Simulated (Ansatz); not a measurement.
# CH4ClFSi: a ladder of functionals and wavefunction methods

How much do the methods differ for CH4ClFSi? The plan is to run it at one geometry with functionals of several rungs and with coupled cluster, and see how far each lands from CCSD(T) at the basis-set limit for the atomisation energy.

Method: functionals in def2-TZVPP, the program's frozen cores in correlated methods; program: Ansatz 0.2.0, Gaussian basis.

The runs, in order: LDA (SPW92), PBE-D4, revPBE-D4, BLYP-D4, r2SCAN-D4, B97M-V, PBE0-D4, B3LYP-D4, r2SCANh-D4, r2SCAN0-D4, HSE06-D4, BHLYP-D4, CAM-B3LYP-D4, LC-ωPBE, ωB97X-V, ωB97M-V, B2PLYP, PBE-QIDH; CCSD(T)/def2-SVP; CCSD(T)/def2-TZVPP; MP2/def2-QZVPP; extrapolation to the limit; RPA on PBE.

**1. The geometry**

All runs share one geometry, relaxed beforehand with PBE0-D4 in a triple-zeta def2 set.

SMILES `C[SiH](F)Cl`, 8 atoms, charge 0, spin multiplicity 1.

Atoms are counted from 1 here; the program's logs count them from 0.

Bond lengths: C1–Si2 1.843 Å, C1–H5 1.093 Å, C1–H6 1.092 Å, C1–H7 1.092 Å, Si2–F3 1.594 Å, Si2–Cl4 2.046 Å, Si2–H8 1.477 Å. Angles: Si2–C1–H5 110.3°, Si2–C1–H6 110.4°, Si2–C1–H7 110.5°, H5–C1–H6 108.5°, H5–C1–H7 108.6°, H6–C1–H7 108.4°, C1–Si2–F3 109.4°, C1–Si2–Cl4 110.3°, C1–Si2–H8 114.2°, F3–Si2–Cl4 107.6°, F3–Si2–H8 107.4°, Cl4–Si2–H8 107.7°.

Geometry (Å):

```
C    -0.2767    0.9583    0.0838
Si    0.3640   -0.7618   -0.0842
F     0.8460   -1.2900    1.3402
Cl   -1.1200   -2.0101   -0.7355
H     0.5098    1.6213    0.4532
H    -0.6206    1.3328   -0.8829
H    -1.1150    0.9883    0.7832
H     1.5046   -0.8959   -1.0136
```

**2. LDA**

This LDA is Slater exchange with PW92 correlation.

Contents of in.yaml:

```yaml
crystal:
  periodic: [false, false, false]
  atoms:
    - {symbol: C, position_ang: [-0.276704, 0.958286, 0.083845]}
    - {symbol: Si, position_ang: [0.364031, -0.761757, -0.084162]}
    - {symbol: F, position_ang: [0.846026, -1.289980, 1.340201]}
    - {symbol: Cl, position_ang: [-1.119992, -2.010054, -0.735519]}
    - {symbol: H, position_ang: [0.509758, 1.621283, 0.453169]}
    - {symbol: H, position_ang: [-0.620637, 1.332827, -0.882909]}
    - {symbol: H, position_ang: [-1.115029, 0.988254, 0.783163]}
    - {symbol: H, position_ang: [1.504648, -0.895861, -1.013587]}
basis:
  gaussian: {orbitals: def2-TZVPP}
hamiltonian: {xc: lda}
output: {orbitals: {seedname: orbitals}}
```

After this run come: PBE-D4 (GGA); revPBE-D4 (GGA); BLYP-D4 (GGA); r2SCAN-D4 (meta-GGA); B97M-V (meta-GGA); PBE0-D4 (hybrid); B3LYP-D4 (hybrid); r2SCANh-D4 (hybrid); r2SCAN0-D4 (hybrid); HSE06-D4 (hybrid); BHLYP-D4 (hybrid); CAM-B3LYP-D4 (range-separated); LC-ωPBE-D4 (range-separated); ωB97X-V (range-separated); ωB97M-V (range-separated); B2PLYP (double hybrid); PBE-QIDH (double hybrid); CCSD(T) in def2-SVP; CCSD(T) in def2-TZVPP; MP2 in def2-QZVPP; RPA on PBE orbitals.

Q: Predict the results of all the runs planned. Wanted: atomisation energy, CCSD(T)/CBS; farthest beyond LDA; mean size of error, GGA; mean size of error, meta-GGA; mean size of error, hybrid; mean size of error, range-separated; mean size of error, double hybrid; gap, smallest and largest; T1 diagnostic.

The runs gave:

```
                               quantity                                                      value
        atomisation energy, CCSD(T)/CBS                                              2967.4 kJ/mol
 functionals within 14.8 kJ/mol (0.5 %)  PBE-D4, r2SCAN-D4, B97M-V, CAM-B3LYP-D4, ωB97X-V, ωB97M-V
                    farthest beyond LDA                                    BHLYP-D4 (-84.5 kJ/mol)
                mean size of error, GGA                                                36.1 kJ/mol
           mean size of error, meta-GGA                                                 3.8 kJ/mol
             mean size of error, hybrid                                                35.1 kJ/mol
    mean size of error, range-separated                                                 9.0 kJ/mol
      mean size of error, double hybrid                                                35.0 kJ/mol
              gap, smallest and largest                  7.21 eV (LDA (SPW92)), 14.67 eV (LC-ωPBE)
                          T1 diagnostic                                                     0.0100
triples share of the correlation energy                                                      3.4 %
```

**Reading.** LDA overbinds by 353.6 kJ/mol (12 %). PBE-D4 is off by +8.1 kJ/mol. Double hybrids carry the basis error of their MP2 part in triple zeta, and no dispersion term here, so their miss is partly the set-up's. The rungs meta-GGA, range-separated miss on average by less than the doubt on the reference (14.8 kJ/mol), so they tie. The reference freezes the cores and leaves out relativity and excitations past (T), so misses under about 14.8 kJ/mol can't be ranked. Hartree-Fock recovers 76 % of the binding; the rest is correlation. CCSD(T) in def2-SVP is off by -205.9 kJ/mol, which most functionals beat. Orbital gaps span 7.2 to 14.7 eV; exact exchange widens them.
